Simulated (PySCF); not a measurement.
# Si⁺: dipole response in aug-cc-pV(5+d)Z

How polarisable is Si⁺ at the levels listed below?

The numbers are computed with PySCF 2.14.0 (unrestricted determinants in a Gaussian basis, no spin-orbit coupling in the energies), except any that are marked as measured or tabulated.

### Step 1. The atom as given

- Element: silicon (Z = 14)
- Basis: aug-cc-pV(5+d)Z
- Hamiltonian: the non-relativistic Hamiltonian (point nucleus)
- State 1: Si⁺: [Ne] 3s2 3p1, 2P determinant
- Methods: CAM-B3LYP

Outer shells as boxes (Hund's rule):

Si+ [Ne] 3s2 3p1
```
[Ne] core
3s [↑↓]
3p [↑ ][  ][  ]
```

The runs were made by one driver on top of PySCF. The scripts below sum up each run's settings (the driver also hands on starting orbitals that pick excited configurations, and frozen orbitals as a list rather than a count), and the logs come from the driver's own runs. The driver starts from symmetry-adapted Hartree-Fock orbitals, holds the occupation by maximum overlap and uses a logarithmic radial grid for functionals, so a plain start would take other cycles.

The integrals over 136 functions and the set-up took 8 s of CPU time.

### Step 2. Si⁺: CAM-B3LYP

CAM-B3LYP:

The input, input.py:

```python
from pyscf import gto, scf, dft, mp, cc
import basis_set_exchange as bse
mol = gto.M(atom="Si 0 0 0", charge=1, spin=1, symmetry="D2h",
            basis=gto.basis.parse(bse.get_basis("aug-cc-pV(5+d)Z", elements=["Si"], fmt="nwchem")))
mf = dft.UKS(mol, xc="CAMB3LYP")
mf.irrep_nelec = {'Ag': (3, 3), 'B1u': (1, 1), 'B2u': (2, 1), 'B3u': (1, 1)}
mf.kernel()
```

Standard output:

```text
damping factor = 0
level_shift factor = 0
DIIS = <class 'pyscf.scf.diis.CDIIS'>
diis_start_cycle = 1
diis_space = 10
diis_damp = 0
SCF conv_tol = 1e-09
SCF conv_tol_grad = None
number electrons alpha = 7  beta = 6
XC functionals = CAMB3LYP
    T. Yanai, D. P. Tew, and N. C. Handy.,  Chem. Phys. Lett. 393, 51 (2004)
cycle= 1 E= -289.088743873781  delta_E= -0.0083  |g|= 0.0132  |ddm|= 8.41
cycle= 2 E= -289.088888334074  delta_E= -0.000144  |g|= 0.00343  |ddm|= 0.329
cycle= 3 E= -289.08890218677  delta_E= -1.39e-05  |g|= 0.00116  |ddm|= 0.0421
cycle= 4 E= -289.088903039308  delta_E= -8.53e-07  |g|= 0.000225  |ddm|= 0.0236
cycle= 5 E= -289.088903069043  delta_E= -2.97e-08  |g|= 9.27e-06  |ddm|= 0.00477
cycle= 6 E= -289.088903069159  delta_E= -1.16e-10  |g|= 1.18e-06  |ddm|= 9.85e-05
converged SCF energy = -289.088903069159  <S^2> = 0.75498832  2S+1 = 2.0049821
```

It used 2.6 min of CPU time after the integrals (shared host).

The occupied shells:

```csv
shell,electrons,mean orbital energy (eV),spread (eV),rms radius (bohr)
1s α,1,-1811.8,0,0.129
1s β,1,-1811.7,0,0.129
2s α,1,-156.22,0,0.622
2s β,1,-156.10,0,0.622
2p α,3,-111.56,0.102,0.603
2p β,3,-111.38,0.455,0.603
3s α,1,-22.141,0,2.22
3s β,1,-20.940,0,2.22
3p α,1,-14.563,0,2.63
```

⟨S²⟩ = 0.755, ⟨L²⟩ = 2.02.

The driver then solved the coupled dipole response at imaginary frequencies: mean α = 18.85 bohr³ (xx, yy, zz: 18.29, 19.98, 18.29), C₆ = 99.04 au for a like pair.

Radial density 4πr²ρ of Si⁺ at CAM-B3LYP:

```csv
r (bohr),density,spin density
0.00182,0.0703,0.000
0.00307,0.192,0.000
0.00516,0.512,0.000
0.00868,1.31,0.000
0.0146,3.15,0.000
0.0246,6.75,0.000
0.0413,12.0,0.001
0.0695,15.8,0.005
0.117,13.3,0.022
0.197,9.64,0.062
0.331,13.4,0.090
0.556,11.8,0.024
0.936,3.36,0.046
1.57,1.66,0.387
2.65,0.968,0.367
4.45,0.0906,0.054
7.49,0.000701,0.001
```

### Step 3. The response side by side

Si⁺, in atomic units:

```csv
method,mean α,C₆ (like pair),S(−4)
CAM-B3LYP,18.85,99.04,145.4
```

α(iu) at CAM-B3LYP:

```csv
u (hartree),α(iu) (bohr³)
0,18.85
0.0500,18.50
0.100,17.51
0.200,14.47
0.300,11.27
0.500,6.698
0.750,3.822
1.00,2.443
1.50,1.269
2.00,0.8026
3.00,0.4342
5.00,0.2089
```

### Step 4. What came out

```
quantity                    value
α of Si⁺  18.85 (CAM-B3LYP) bohr³
```

In words: A single London oscillator with the computed α and C₆ of Si⁺ at CAM-B3LYP would have ω = 4 C₆ / (3 α²) = 0.372 hartree. All values hold for this basis alone; no basis-set limit was taken.
